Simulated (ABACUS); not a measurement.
Wanted: an ASE script for an ABACUS 3.10.1 run.

```
Task                                          : single point
Functional                                    : RPBE
Potentials or basis                           : PseudoDojo NC SR 0.4.1 PBE standard, lanthanides 3+ (f in core)
Cutoff                                        : 1361 eV
Density cutoff                                : 5442 eV
Basis                                         : DZP LCAO (the cutoffs set its grid)
k mesh                                        : 7 × 7 × 3
Occupations                                   : fermi-dirac, width 0.05 eV
Spin                                          : collinear spin, ferromagnetic start
Starting moments                              : [0.0, 0.0, 3.0, 0.0, 0.0, 0.0, 0.0, 0.0, 0.0, 0.0, 0.0, 0.0, 0.0, 0.0, 0.0] μB
Radial cutoff of the potentials (pseudo_rcut) : 10 bohr
SCF threshold on the density                  : 1e-07
Max SCF steps                                 : 100
Eigensolver                                   : genelpa
Mixing                                        : broyden
Mixing share                                  : 0.4
Symmetry key                                  : 1
```

The structure of NaTb2Sc2FeO9 lies in NaTb2Sc2FeO9.cif:

```cif
data_NaTb2Sc2FeO9
_cell_length_a 3.86027000
_cell_length_b 3.86027000
_cell_length_c 12.40604000
_cell_angle_alpha 90.00000000
_cell_angle_beta 90.00000000
_cell_angle_gamma 90.00000000
_space_group_name_H-M_alt 'P4/mmm'
_space_group_name_Hall '-P 4 2'
_space_group_IT_number 123
loop_
_space_group_symop_operation_xyz
'x,y,z'
'-x,-y,-z'
'-y,x,z'
'y,-x,-z'
'-x,-y,z'
'x,y,-z'
'y,-x,z'
'-y,x,-z'
'x,-y,-z'
'-x,y,z'
'-y,-x,-z'
'y,x,z'
'-x,y,-z'
'x,-y,z'
'y,x,-z'
'-y,-x,z'
loop_
_atom_site_label
_atom_site_type_symbol
_atom_site_symmetry_multiplicity
_atom_site_Wyckoff_symbol
_atom_site_fract_x
_atom_site_fract_y
_atom_site_fract_z
_atom_site_occupancy
Na1 Na 1 b 0.0000000000 0.0000000000 0.5000000000 1
Tb1 Tb 2 g 0.0000000000 0.0000000000 0.8210200000 1
Sc1 Sc 2 h 0.5000000000 0.5000000000 0.3374900000 1
Fe1 Fe 1 c 0.5000000000 0.5000000000 0.0000000000 1
O1 O 2 f 0.0000000000 0.5000000000 0.0000000000 1
O2 O 2 h 0.5000000000 0.5000000000 0.8576700000 1
O3 O 4 i 0.0000000000 0.5000000000 0.2879000000 1
O4 O 1 d 0.5000000000 0.5000000000 0.5000000000 1
```

The cell was built by a generator and needn't be a form met in nature.

These files were run (other wordings do the same):

run_abacus.py

```python
"""ABACUS run from a structure file: ASE reads it, the script writes STRU, KPT and INPUT."""
import re
import subprocess
import spglib
from ase import Atoms
from ase.io import read
from ase.units import Bohr

atoms = read("NaTb2Sc2FeO9.cif")
cell, frac, numbers = spglib.standardize_cell((atoms.cell[:], atoms.get_scaled_positions(), atoms.numbers), to_primitive=True, symprec=1e-4)
atoms = Atoms(numbers=numbers, cell=cell, scaled_positions=frac, pbc=True)  # the primitive cell
atoms = atoms[(-atoms.numbers).argsort(kind="stable")]  # ABACUS lists atoms element by element
pseudo = {'Tb': 'Tb.upf', 'Fe': 'Fe.upf', 'Sc': 'Sc.upf', 'Na': 'Na.upf', 'O': 'O.upf'}
orbital = {'Tb': 'Tb_confined-atom_8au_3s2p2d1f.orb', 'Fe': 'Fe_confined-atom_7au_3s2p2d1f.orb', 'Sc': 'Sc_confined-atom_8au_3s2p2d1f.orb', 'Na': 'Na_confined-atom_9au_3s2p1d.orb', 'O': 'O_confined-atom_6au_2s2p1d.orb'}
magmoms = [0.0, 0.0, 3.0, 0.0, 0.0, 0.0, 0.0, 0.0, 0.0, 0.0, 0.0, 0.0, 0.0, 0.0, 0.0]
kmesh = [7, 7, 3]
params = {
    'suffix': 'NaTb2Sc2FeO9',
    'calculation': 'scf',
    'basis_type': 'lcao',
    'pseudo_dir': './',
    'orbital_dir': './',
    'symmetry': 1,
    'dft_functional': 'GGA_X_RPBE+GGA_C_PBE',
    'ecutwfc': 100,
    'pseudo_rcut': 10,
    'nspin': 2,
    'nbands': 77,
    'ks_solver': 'genelpa',
    'smearing_method': 'fd',
    'smearing_sigma': 0.00367493,
    'scf_thr': 1e-07,
    'scf_nmax': 100,
    'mixing_type': 'broyden',
    'mixing_beta': 0.4,
    'cal_force': 1,
    'cal_stress': 1,
    'out_mul': 1,
    'out_chg': 1,
    'out_pot': 2,
    'out_elf': 1,
}

symbols = atoms.get_chemical_symbols()
elements = list(dict.fromkeys(symbols))
lines = ["ATOMIC_SPECIES"] + [f"{e} {atoms.get_masses()[symbols.index(e)]:.4f} {pseudo[e]}" for e in elements]
if orbital:
    lines += ["", "NUMERICAL_ORBITAL"] + [orbital[e] for e in elements]
lines += ["", "LATTICE_CONSTANT", f"{1 / Bohr:.10f}", "", "LATTICE_VECTORS"]
lines += [" ".join(f"{x:.10f}" for x in v) for v in atoms.cell]
lines += ["", "ATOMIC_POSITIONS", "Direct"]
for e in elements:
    lines += ["", e, "0.0", str(symbols.count(e))]
    for i, p in enumerate(atoms.get_scaled_positions(wrap=False)):
        if symbols[i] == e:
            mag = "" if magmoms is None else " mag " + " ".join(str(x) for x in (magmoms[i] if isinstance(magmoms[i], list) else [magmoms[i]]))
            lines.append(" ".join(f"{x:.10f}" for x in p) + " 1 1 1" + mag)
open("STRU", "w").write("\n".join(lines) + "\n")
open("KPT", "w").write("K_POINTS\n0\nGamma\n%d %d %d 0 0 0\n" % tuple(kmesh))
open("INPUT", "w").write("INPUT_PARAMETERS\n" + "".join(f"{k:<20s}{v}\n" for k, v in params.items()))

done = subprocess.run(['mpirun', '-np', '8', 'abacus'])
if done.returncode:
    raise SystemExit(done.returncode)
log = open("OUT.NaTb2Sc2FeO9/running_scf.log").read()
print("final energy (eV):", re.findall(r"FINAL_ETOT_IS (\S+)", log))
```

Potentials or basis: PseudoDojo NC SR 0.4.1 PBE standard, lanthanides 3+ (f in core), DZP LCAO (the cutoffs set its grid).

Launch:

```sh
$ OMP_NUM_THREADS=1 python run_abacus.py > log
```

It gave:

* Largest force: 0.235 eV/Å
* Band gap on the k mesh: none (metal or under the smearing width)
* Net moment: 3.68 μB per cell
* Absolute moment: 3.82 μB per cell
* Site moments: Tb -0.02; Fe +2.81; Sc -0.00; Na +0.00; O +0.29, +0.01, +0.25, +0.03, +0.02, +0.00 μB
* Mulliken charges: Tb +1.75; Fe +0.09; Sc +0.68; Na +0.87; O -0.38, -0.69, -0.56, -0.66, -0.77, -0.79 e

Caveat: the atomic orbitals were generated for these runs and aren't a published set; Mulliken charges move with the basis; the magnetic or orbital state may not be the lowest; the potentials were made for another functional, which shifts forces and pressure; spin-orbit coupling is left out, which moves the levels of the heavy elements; the 4f electrons are frozen in the core as for a trivalent ion, so they carry no moment and show no levels; the basis of atomic orbitals isn't converged, which shifts pressures, moduli and gaps; a cell with one magnetic atom can't hold antiferromagnetic order, which such compounds often take; semilocal functionals often make such compounds metallic where correlation or magnetic order opens a gap, which also shifts bond lengths.

Wall time 40 s on 8 MPI ranks on AMD EPYC 9R45 96-Core Processor (Zen 5) (shared host), peak memory 2.6 GiB a rank.
